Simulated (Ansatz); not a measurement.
# CH₃GaS: up Jacob's ladder to CCSD(T)

One table from this session's results is given with a row withheld; the runs are named, their logs left out.

Program: Ansatz 0.2.0, Gaussian basis. Level of theory: functionals in def2-TZVPP, the program's frozen cores in correlated methods. These are calculated values, not measurements.

Plan: LDA (SPW92), PBE-D4, revPBE-D4, BLYP-D4, r2SCAN-D4, B97M-V, PBE0-D4, B3LYP-D4, r2SCANh-D4, r2SCAN0-D4, HSE06-D4, BHLYP-D4, CAM-B3LYP-D4, LC-ωPBE, ωB97X-V, ωB97M-V, B2PLYP, PBE-QIDH; CCSD(T)/def2-SVP; CCSD(T)/def2-TZVPP; MP2/def2-QZVPP; extrapolation to the limit; RPA on PBE.

## The geometry

An earlier PBE0-D4 in a triple-zeta def2 set relaxation fixed the geometry.

6 atoms, charge 0, spin multiplicity 1.

Atoms are counted from 1 here; the program's logs count them from 0.

Bond lengths: C1–S2 1.885 Å, C1–Ga3 1.931 Å, C1–H4 1.086 Å, C1–H5 1.086 Å, S2–Ga3 2.164 Å, Ga3–H6 1.530 Å. Angles: S2–C1–Ga3 69.1°, S2–C1–H4 113.0°, S2–C1–H5 113.0°, Ga3–C1–H4 120.4°, Ga3–C1–H5 120.4°, H4–C1–H5 112.7°, C1–S2–Ga3 56.5°, C1–Ga3–S2 54.5°, C1–Ga3–H6 162.5°, S2–Ga3–H6 143.1°.

The first run:

in.yaml reads:

```yaml
crystal:
  periodic: [false, false, false]
  atoms:
    - {symbol: C, position_ang: [-0.383225, -0.010140, -0.732548]}
    - {symbol: S, position_ang: [0.604390, -1.507940, -0.153952]}
    - {symbol: Ga, position_ang: [0.393566, 0.306628, 1.006796]}
    - {symbol: H, position_ang: [-1.444860, -0.214627, -0.832010]}
    - {symbol: H, position_ang: [0.037106, 0.459486, -1.616600]}
    - {symbol: H, position_ang: [0.793023, 0.966593, 2.328315]}
basis:
  gaussian: {orbitals: def2-TZVPP}
hamiltonian: {xc: lda}
output: {orbitals: {seedname: orbitals}}
```

Run with:

```console
$ ansatz run in.yaml --threads 2 --pin off --events-out ev --progress --plain --max-ram 4352MiB
```

Steps of the session up to this table: LDA; PBE-D4 (GGA); revPBE-D4 (GGA); BLYP-D4 (GGA); r2SCAN-D4 (meta-GGA); B97M-V (meta-GGA); B3LYP-D4 (hybrid); r2SCANh-D4 (hybrid); r2SCAN0-D4 (hybrid); HSE06-D4 (hybrid); BHLYP-D4 (hybrid); CAM-B3LYP-D4 (range-separated); LC-ωPBE (range-separated); ωB97X-V (range-separated); ωB97M-V (range-separated); B2PLYP (double hybrid); PBE-QIDH (double hybrid).

One of the session's tables, all rows but one given; the rest of the session is left out.

It belongs to the step «Frontier levels by functional». 

| functional | HOMO (eV) | LUMO (eV) | gap (eV) |
| --- | --- | --- | --- |
| LDA (SPW92) | ? | ? | ? |
| PBE-D4 | -5.68 | -2.21 | 3.48 |
| revPBE-D4 | -5.62 | -2.10 | 3.52 |
| BLYP-D4 | -5.52 | -2.14 | 3.39 |
| r2SCAN-D4 | -5.90 | -1.96 | 3.94 |
| B97M-V | -5.89 | -2.13 | 3.76 |
| PBE0-D4 | -6.73 | -1.45 | 5.28 |
| B3LYP-D4 | -6.52 | -1.70 | 4.82 |
| r2SCANh-D4 | -6.29 | -1.69 | 4.60 |
| r2SCAN0-D4 | -6.87 | -1.30 | 5.57 |
| HSE06-D4 | -6.33 | -1.81 | 4.52 |
| BHLYP-D4 | -7.64 | -0.72 | 6.93 |
| CAM-B3LYP-D4 | -7.97 | -0.56 | 7.41 |
| LC-ωPBE | -9.27 | 0.57 | 9.84 |
| ωB97X-V | -8.93 | 0.45 | 9.38 |
| ωB97M-V | -8.80 | 0.25 | 9.05 |

Q: Estimate the row for LDA (SPW92) from the others.

As computed: HOMO (eV): -5.85; LUMO (eV): -2.46; gap (eV): 3.39. In the column «HOMO (eV)» it lies between B97M-V (-5.89) and PBE-D4 (-5.68).
